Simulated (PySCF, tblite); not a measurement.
# C₄H₉BrSi₂: geometry, infrared bands and NMR shifts

What infrared bands and NMR shifts should C₄H₉BrSi₂ (`CC#C[C@@H](Br)[SiH2][SiH3]`) show?

Programs: tblite 0.8.0 and PySCF 2.14.0, with density-fitted response routines of our own. Each step states its level of theory. These are calculated values for one molecule in the gas phase, unless marked as measured. Atoms count from 0, in the outputs and in this text.

### 1 Starting geometry

16 atoms, charge 0, multiplicity 1; geometry from: force field or distance geometry start.

Bonds of the start (Å): C0–C1 1.47, C1–C2 1.19, C2–C3 1.48, C3–Br4 1.90, C3–Si5 1.87, Si5–Si6 2.24, C0–H7 1.13, C0–H8 1.11, C0–H9 1.11, C3–H10 1.12, Si5–H11 1.48, Si5–H12 1.48, Si6–H13 1.46, Si6–H14 1.47, Si6–H15 1.45.

### 2 Optimising the geometry with GFN2-xTB

What the job is given:

```
{"job": {"kind": "relax", "xc": "GFN2-xTB", "basis": "xTB"}, "charge": 0, "multiplicity": 1}
C      3.762400     0.130200    -0.163500
C      2.327200     0.466600    -0.139700
C      1.166000     0.743900    -0.115300
C     -0.267800     1.113400    -0.114300
Br    -0.875300     1.720500    -1.812300
Si    -1.229900    -0.355500     0.515100
Si    -3.416800    -0.188600     0.048500
H      4.301700     0.817200     0.554700
H      4.196100     0.285800    -1.169700
H      3.852400    -0.926700     0.162900
H     -0.353700     1.966700     0.601800
H     -1.150000    -0.412700     1.990900
H     -0.662100    -1.570200    -0.107100
H     -4.196000     0.184600     1.221500
H     -3.843100    -1.487200    -0.483100
H     -3.618700     0.788400    -1.001800
```

Command:

```
$ OMP_NUM_THREADS=1 python probes_run.py task.json out
```

One launch serves the whole session: the jobs run in the order shown.

**Question.** This job is followed by: GFN2-xTB harmonic vibrations, gas phase; GIAO PBE0/pcSseg-1 NMR shielding, non-relativistic, gas phase. Predict these results of the whole session: strongest single infrared mode (GFN2-xTB); zero-point energy (GFN2-xTB); 13C shifts against TMS (PBE0/pcSseg-1); 1H shifts against TMS (PBE0/pcSseg-1, means over atoms taken as alike); 79Br shifts against HBr (PBE0/pcSseg-1); 29Si shifts against TMS (PBE0/pcSseg-1); surface potential, 1st and 99th percentile.

The runs gave:

| quantity | value |
| --- | --- |
| strongest single infrared mode (GFN2-xTB) | 668 cm⁻¹, 442 km/mol |
| zero-point energy (GFN2-xTB) | 64.7 kcal/mol |
| 13C shifts against TMS (PBE0/pcSseg-1) | 96.8, 85.5, 35.9, 5.6 ppm |
| 1H shifts against TMS (PBE0/pcSseg-1, means over atoms taken as alike) | 4.42, 4.26, 4.05, 3.54, 2.14 ppm |
| 79Br shifts against HBr (PBE0/pcSseg-1) | 624 ppm |
| 29Si shifts against TMS (PBE0/pcSseg-1) | -53.0, -119.2 ppm |
| surface potential, 1st and 99th percentile | -0.86 V and 1.31 V |

The optimisation took 87 steps and gained 0.422 eV; among the close pairs (by a distance rule), C3–Br4 changed most, from 1.903 to 2.006 Å. The lowest mode is imaginary (40i cm⁻¹), so the xTB geometry is not a minimum. The strongest single mode, at 668 cm⁻¹, moves mainly H11, Si5 and H12. Unscaled tight-binding wavenumbers are off by several per cent, some by more. Its intensities can rank the bands wrongly. C3 stands next to heavy halogen, whose spin-orbit shielding this run leaves out, so the computed shift lies too far downfield, most of all for carbon beside Br or I. At PBE0/pcSseg-1: The widest tensor belongs to Br4: span 1683 ppm, with a paramagnetic part of -1125 ppm. By nearest atom (PBE0/pcSseg-1), the HOMO sits on C1 29 %; C2 23 % and the LUMO on Br4 37 %; C3 24 %. Spin-orbit coupling is left out, which matters for shieldings and couplings at and beside the heavy atoms.
